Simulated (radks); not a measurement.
# Ar inside a hard spherical wall

An exercise on one series of results from a longer session: the logs are not shown, and one member is left open.

Program: radks (a radial shooting solver on a logarithmic mesh, Libxc functionals) version 1. Level of theory: non-relativistic Kohn-Sham, PBE, spin-unpolarised, spherical densities, point nucleus. These are calculated values, not measurements, unless marked.

**Starting point**

```
element       : argon (Z = 18)
charge        : 0
electrons     : 18
configuration : [Ar]
```

The outer shells:

Ar
```
[Ne] core
3s [↑↓]
3p [↑↓][↑↓][↑↓]
```

Set-up of the first run:

Settings of this run:

```text
Z 18
configuration [Ar] 4s0 3d0 4p0
relativity non-relativistic
functional pbe,pbe
spin unpolarised
nucleus point
```

Among the steps run: The free atom; Wall at 20 bohr; Wall at 15 bohr; Wall at 7 bohr; Wall at 6 bohr; Wall at 5 bohr; Wall at 4 bohr; Wall at 2 bohr.

One table of the session follows, with a row left open; its other results are not shown here.

```
R (bohr)  E − E(free) (eV)  ε(3p) (eV)
    free             0.000     -10.286
      20             0.000     -10.286
      15             0.000     -10.286
       7             0.015     -10.251
       6             0.087     -10.137
       5             0.503      -9.684
       4                 ?           ?
       2            172.64      35.877
```

**Question.** Estimate the row for R (bohr) = 4.

Worked estimate for «E − E(free) (eV)». A straight line through the neighbours (5, 0.503) and (2, 172.64) gives 0.503 + (172.64 − 0.503) × (4 − 5) / (2 − 5) = 57.882; a parabola fitted to 3 rows on both sides gives 29.401.

**Answer.** E − E(free) (eV): 3.044; ε(3p) (eV): -7.925. In «E − E(free) (eV)» the line misses by +54.838 and the parabola by +26.357.

From R = 2 bohr inwards the highest occupied level lies above zero, pushed up by confinement. Shells are not refilled when levels cross, and a hard wall is a model, not a crystal.
